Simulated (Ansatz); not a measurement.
# Sn3Te: the cost of one run

Program: Ansatz 0.2.0. Level of theory: DFT PBE, scalar-relativistic, plane waves, PAW. These are calculated values, not measurements.

## Step 1: The structure to begin with

The structure is tetragonal, space group I4/mmm (No. 139). Conventional cell: a = 4.602 Å, b = 4.602 Å, c = 11.033 Å, α = 90.00°, β = 90.00°, γ = 90.00°. Sn (site symmetry -4m2) has 8 Sn at 3.25 to 3.59 Å and 4 Te at 3.59 Å as nearest neighbours. Sn (site symmetry 4/mmm) is surrounded by 4 Te at 3.25 Å and 8 Sn at 3.59 Å. Te (site symmetry 4/mmm) is surrounded by 12 Sn at 3.25 to 3.59 Å.

Structure file:

```
CELL_PARAMETERS angstrom
-2.30090 2.30090 5.51649
2.30090 -2.30090 5.51649
2.30090 2.30090 -5.51649
ATOMIC_POSITIONS crystal
Sn 0.75000 0.25000 0.50000
Sn 0.25000 0.75000 0.50000
Sn 0.50000 0.50000 0.00000
Te 0.00000 0.00000 0.00000
```

The structure comes from the Materials Project (structure only).

## Step 2: A single atom displaced

The change: atom 2 (Sn) moved by 0.04 Å.

Contents of input.yaml:

```yaml
crystal:
  lattice:
    - [-2.300904, 2.300904, 5.516494]
    - [2.300904, -2.300904, 5.516494]
    - [2.300904, 2.300904, -5.516494]
  atoms:
    - { symbol: Sn, position: [0.75, 0.25, 0.5] }
    - { symbol: Sn, position: [0.2540786775, 0.7540786775, 0.5] }
    - { symbol: Sn, position: [0.5, 0.5, 0.0] }
    - { symbol: Te, position: [0.0, 0.0, 0.0] }
basis:
  ecutwfc: 420
kpoints:
  mp_grid: { grid: [12, 12, 12] }
hamiltonian:
  xc: pbe
scf:
  occupations: { method: gaussian, width: 0.1 }
output:
  forces: true
  stress: true
  eigenvalues: true
```

The run is started by

```sh
$ ansatz run input.yaml --threads 1 --pin off --max-ram 1331MiB --backend cpu --events-out ev --progress --plain --runs-dir out
```

Q: Estimate wall time and peak memory on 1 thread of an x86-64 CPU, shared host.

About 2.8 min, with a peak of 1 GiB.
